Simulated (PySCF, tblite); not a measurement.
# C₃H₇GeOSi radical: geometry, infrared bands and EPR parameters

Wanted: the infrared bands and EPR parameters of C₃H₇GeOSi radical (`[GeH3][O]C1=[C]C[SiH2]1`), by calculation.

Computed with tblite 0.8.0 and PySCF 2.14.0, with density-fitted response routines of our own, on a single molecule in the gas phase. Atoms count from 0, in the outputs and in this text.

## (1) The starting structure

13 atoms, charge 0, multiplicity 2; geometry from: force field or distance geometry start.

Bonds of the start (Å): Ge0–O1 1.81, O1–C2 1.45, C2–C3 1.28, C3–C4 1.44, C4–Si5 1.80, Si5–C2 1.77, Ge0–H6 1.56, Ge0–H7 1.55, Ge0–H8 1.55, C4–H9 1.13, C4–H10 1.14, Si5–H11 1.47, Si5–H12 1.46.

## (2) Geometry optimisation with GFN2-xTB

Job settings and geometry (Å):

```
{"job": {"kind": "relax", "xc": "GFN2-xTB", "basis": "xTB"}, "charge": 0, "multiplicity": 2}
Ge    -2.496200     0.178900    -0.683900
O     -1.318700     0.281800     0.686700
C      0.051100     0.256300     0.221700
C      0.600400     0.988800    -0.671000
C      1.911100     0.402400    -0.591600
Si     1.417900    -0.775800     0.683300
H     -1.914500     0.937000    -1.917100
H     -2.664000    -1.337100    -0.943600
H     -3.845100     0.776000    -0.222600
H      2.242400    -0.099800    -1.543000
H      2.704500     1.135600    -0.234300
H      1.923400    -0.560400     2.050200
H      1.383200    -2.183200     0.286300
```

Started as:

```
$ OMP_NUM_THREADS=1 python probes_run.py task.json out
```

The driver reads the jobs from task.json and runs them one after another.

**Question.** This job is followed by: GFN2-xTB harmonic vibrations, gas phase; UKS B3LYP, def2-TZVP-core on Ge, pcH-1 on C H O Si, non-relativistic, mean-field spin-orbit, GIAO. What will the session give for the following? strongest single infrared mode (GFN2-xTB); zero-point energy (GFN2-xTB); g(iso) (B3LYP); ⟨S²⟩; largest a(iso) (averaged by class); potential on the surface of density 0.002 e/bohr³, 1st and 99th percentile.

As calculated:

```
                                                                  quantity                  value
                                 strongest single infrared mode (GFN2-xTB)  2278 cm⁻¹, 469 km/mol
                                              zero-point energy (GFN2-xTB)          48.7 kcal/mol
                                                            g(iso) (B3LYP)                2.00260
                                                                      ⟨S²⟩     0.757 (exact 0.75)
                                        largest a(iso) (averaged by class)   13C on C3, 276.7 MHz
potential on the surface of density 0.002 e/bohr³, 1st and 99th percentile     -1.18 V and 1.48 V
```

What this shows: The optimisation took 124 steps and gained 1.317 eV; among the close pairs (by a distance rule), C2–Si5 changed most, from 1.774 to 1.903 Å. No mode is imaginary among the 33: a minimum at this level. GFN2-xTB is a fitted tight-binding method: band positions and strengths are rough. Its intensities can rank the bands wrongly. C3 carries the largest spin population, 0.81 e. The isotropic g lies 0.3 ppt above the free-electron value. The hyperfine terms hold no scalar relativity, which the heavier nuclei need. These values are for one conformer; the search (at its own cheap level) found 2 more, at 0.00, 3.07 kcal/mol (those within 0.05 may be mirror or relabelled copies), and measured spectra average over such forms.
